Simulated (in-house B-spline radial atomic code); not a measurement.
# Te³¹⁺: excited configurations

Aim: the energies of several excited configurations of Te³¹⁺ above a reference configuration, each from its own self-consistent run.

Method: Dirac-Hartree-Fock, average of configuration, Fermi nucleus, basis-set limit. Code: in-house B-spline radial atomic code version 1.

### 1 Starting point

- element: tellurium (Z = 52)
- charge: +31
- electrons: 21
- configuration: [Ar] 3d3
- Hamiltonian: Dirac-Coulomb
- nucleus: Fermi, rms radius 4.742 fm

The outer shells:

[Ar] 3d3
```
[Ar] core
3d [↑ ][↑ ][↑ ][  ][  ]
```

The boxes draw the filling by Hund's rule, which heavy ions in jj coupling don't follow; these runs average over all states of the configuration.

Settings, as recorded:

```ini
Z = 52
electrons = 21.0
configuration = [Ar] 3d3
hamiltonian = dirac
method = hf
spin_polarised = False
nucleus = fermi
rms_radius = 4.7423
mass_number = 130
atomic_mass = 129.906222745
speed_of_light = 137.035999084
```

The reference is known from an earlier run: -6128.358733 hartree in all. Up to eight levels, counted from the top:

| orbital | occupation | energy (eV) | <r> (bohr) |
| --- | --- | --- | --- |
| 2s1/2 | 2 | -6436.51 | 0.1183 |
| 2p1/2 | 2 | -6116.96 | 0.1000 |
| 2p3/2 | 4 | -5837.91 | 0.1054 |
| 3s1/2 | 2 | -2263.28 | 0.3002 |
| 3p1/2 | 2 | -2132.84 | 0.2882 |
| 3p3/2 | 4 | -2070.27 | 0.2971 |
| 3d3/2 | 1.2 | -1890.95 | 0.2615 |
| 3d5/2 | 1.8 | -1877.23 | 0.2642 |

### 2 Configuration [Ar] 3d2 4s1

Settings, as recorded:

```ini
Z = 52
electrons = 21.0
configuration = [Ar] 3d2 4s1
hamiltonian = dirac
method = hf
spin_polarised = False
nucleus = fermi
rms_radius = 4.7423
mass_number = 130
atomic_mass = 129.906222745
speed_of_light = 137.035999084
```

### 3 [Ar] 3d2 5g1

Changes to the settings of step 2:

```diff
@@ -2,3 +2,3 @@
 electrons = 21.0
-configuration = [Ar] 3d2 4s1
+configuration = [Ar] 3d2 5g1
 hamiltonian = dirac
```

### 4 [Ne] 3s2 3p5 3d3 6d1

Changes to the settings of step 3:

```diff
@@ -2,3 +2,3 @@
 electrons = 21.0
-configuration = [Ar] 3d2 5g1
+configuration = [Ne] 3s2 3p5 3d3 6d1
 hamiltonian = dirac
```

### 5 Run with [Ne] 3s2 3p5 3d3 6g1

Changes to the settings of step 4:

```diff
@@ -2,3 +2,3 @@
 electrons = 21.0
-configuration = [Ne] 3s2 3p5 3d3 6d1
+configuration = [Ne] 3s2 3p5 3d3 6g1
 hamiltonian = dirac
```

### 6 Configuration [Ar] 3d2 7d1

Changes to the settings of step 5:

```diff
@@ -2,3 +2,3 @@
 electrons = 21.0
-configuration = [Ne] 3s2 3p5 3d3 6g1
+configuration = [Ar] 3d2 7d1
 hamiltonian = dirac
```

How far above the reference does each configuration lie (order and size, in eV)?

**Answer**, as computed:

| net move | configuration | energy above the reference (eV) | with Breit, QED, recoil (eV) | largest <r> (bohr) |
| --- | --- | --- | --- | --- |
| 3d → 4s | [Ar] 3d2 4s1 | 756.47 | 756.74 | 0.587 |
| 3d → 5g | [Ar] 3d2 5g1 | 1320.90 | 1320.26 | 0.851 |
| 3d → 7d | [Ar] 3d2 7d1 | 1578.17 | 1577.58 | 2.07 |
| 3p → 6d | [Ne] 3s2 3p5 3d3 6d1 | 1673.65 | 1671.84 | 1.48 |
| 3p → 6g | [Ne] 3s2 3p5 3d3 6g1 | 1700.54 | 1698.67 | 1.36 |

Quantum defects of the promoted electron, δ = n − ζ/√(−2ε) with ζ = 32 and ε its orbital energy in hartree:

| promotion | δ |
| --- | --- |
| 3d → 4s | 0.480 |
| 3d → 5g | 0.011 |
| 3d → 7d | 0.213 |
| 3p → 6d | 0.212 |
| 3p → 6g | 0.015 |

What this shows: The lowest of them is 3d → 4s at 756.47 eV and the highest 3p → 6g at 1700.54 eV. Of those tabulated, the defect is largest for 4s (0.48) and least for 5g (0.01); at this charge much of the defect is relativistic. Two partly filled shells share a symmetry and can mix in the average, which may lower the energy, for: 3d → 7d; 3p → 6d. These are averages over configurations, without correlation, not spectroscopic levels.
